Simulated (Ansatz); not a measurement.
# W: the cost of one run

Method: DFT PBEsol, scalar-relativistic, plane waves, PAW, in Ansatz 0.2.0.

The COD cell was measured well above room temperature, so it is larger than a cold one.

4 further runs of the same task are left out: 4 set aside as unsound or not needed.

## Step 1: The structure to begin with

It takes space group Im-3m (No. 229, cubic). Conventional cell: a = 3.154 Å, b = 3.154 Å, c = 3.154 Å, α = 90.00°, β = 90.00°, γ = 90.00°. W (site symmetry m-3m) has 8 W at 2.73 Å as nearest neighbours.

Coordinates:

```cif
data_structure
_symmetry_space_group_name_H-M 'P 1'
_symmetry_Int_Tables_number 1
_cell_length_a 5.4635
_cell_length_b 5.4635
_cell_length_c 5.4635
_cell_angle_alpha 109.471
_cell_angle_beta 109.471
_cell_angle_gamma 109.471
_cell_volume 125.54
loop_
_atom_site_label
_atom_site_type_symbol
_atom_site_fract_x
_atom_site_fract_y
_atom_site_fract_z
_atom_site_occupancy
W1 W 0.50000 0.50000 0.50000 1
W2 W 0.00000 0.50000 0.50000 1
W3 W 0.50000 0.00000 0.50000 1
W4 W 0.00000 0.00000 0.50000 1
W5 W 0.50000 0.50000 0.00000 1
W6 W 0.00000 0.50000 0.00000 1
W7 W 0.50000 0.00000 0.00000 1
W8 W 0.00000 0.00000 0.00000 1
```

It is built from the cell relaxed beforehand with the same method (15.69 Å³/atom).

## Step 2: Zero of the scan

File input.yaml:

```yaml
crystal:
  lattice:
    - [-3.1543602797, -3.1543602797, 3.1543602797]
    - [-3.1543602797, 3.1543602797, -3.1543602797]
    - [3.1543602797, -3.1543602797, -3.1543602797]
  atoms:
    - { symbol: W, position: [0.5, 0.5, 0.5] }
    - { symbol: W, position: [0.0, 0.5, 0.5] }
    - { symbol: W, position: [0.5, 0.0, 0.5] }
    - { symbol: W, position: [0.0, 0.0, 0.5] }
    - { symbol: W, position: [0.5, 0.5, 0.0] }
    - { symbol: W, position: [0.0, 0.5, 0.0] }
    - { symbol: W, position: [0.5, 0.0, 0.0] }
    - { symbol: W, position: [0.0, 0.0, 0.0] }
basis:
  ecutwfc: 420
kpoints:
  mp_grid: { grid: [14, 14, 14] }
hamiltonian:
  xc: pbesol
scf:
  occupations: { method: gaussian, width: 0.15 }
output:
  forces: true
  stress: true
  eigenvalues: true
```

Started as:

```sh
$ ansatz run input.yaml --threads 1 --pin off --max-ram 2560MiB --backend cpu --events-out ev --progress --plain --runs-dir out
```

Q: Estimate wall time and peak memory on 1 thread of Intel Xeon 6975P-C (Granite Rapids), shared host.

About 18 s, with a peak of 0.82 GiB.
